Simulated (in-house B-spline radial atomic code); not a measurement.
# P⁵⁺: convergence of RPA and G0W0 with the partial waves of the empty states

Question: how well does an (l+1/2)^-4 tail repair a low cut on the partial waves for P⁵⁺ (r2SCAN start)?

Method: RPA, second order, AC-SOSEX and G0W0 (contour deformation) on a non-relativistic mean field, all electrons; no spin-orbit coupling, Breit or QED terms. Code: an in-house B-spline radial atomic code, version 1.

## (1) The system

```
element        : phosphorus (Z = 15)
charge         : +5
electrons      : 10
configuration  : [He] 2s2 2p6
Hamiltonian    : non-relativistic, point nucleus
values of lmax : 3, 4, 5, 6, 7, 8, 9, 10, 11
```

Outer shells as boxes (Hund's rule):

P5+
```
[He] core
2s [↑↓]
2p [↑↓][↑↓][↑↓]
```

## (2) Lmax = 3

The run's settings:

```ini
Z = 15
electrons = 10.0
configuration = [He] 2s2 2p6
hamiltonian = nr
method = r2scan
lmax = 3
spin_polarised = False
box_radius = 10.43
intervals = 47
```

Started as:

```console
python run_gw.py task.json out
```

One command runs all members of the session, one after another, from task.json.

The runs that follow: Lmax = 4; Lmax = 5; Lmax = 6; Lmax = 7; Lmax = 8; Lmax = 9; Lmax = 10; Lmax = 11.

Q: Predict the outcome of this session. Wanted: highest level, mean field; highest level, G0W0; RPA correlation energy; RPA+SOSEX.

**Answer**, as computed:

| quantity | value |
| --- | --- |
| highest level, mean field (range over the runs) | -202.03 eV |
| highest level, G0W0 (range over the runs) | -220.34 to -220.10 eV |
| RPA correlation energy | -0.6108 to -0.6015 hartree |
| RPA+SOSEX | -0.3885 to -0.3842 hartree |
| semi-empirical ionisation energy (2p shell) | 220.43 eV (NIST Atomic Spectra Database, ionization energies) |
| G0W0 removal energy less that value | -0.332 to -0.0938 eV |

**Reading.** At lmax = 3 the plain sum holds 90.0 % of the last extrapolated value, at lmax = 11 it holds 99.7 %. With the tail added, the runs differ from the last by up to 1.2 %, and from lmax = 5 on all values lie within 0.5 % of the last; the plain sum reaches 99 % at lmax = 7. The extrapolated value still moves by 0.081 millihartree in the last step. The G0W0 level varies by 0.24 eV over the range. At the highest cut G0W0 misses the semi-empirical ionisation energy, 220.43 eV, by -0.143 eV (-0.065 %). Relativity is left out, and for this shell its effect can be as large as the miss, so the comparison tests the Hamiltonian as much as the method.
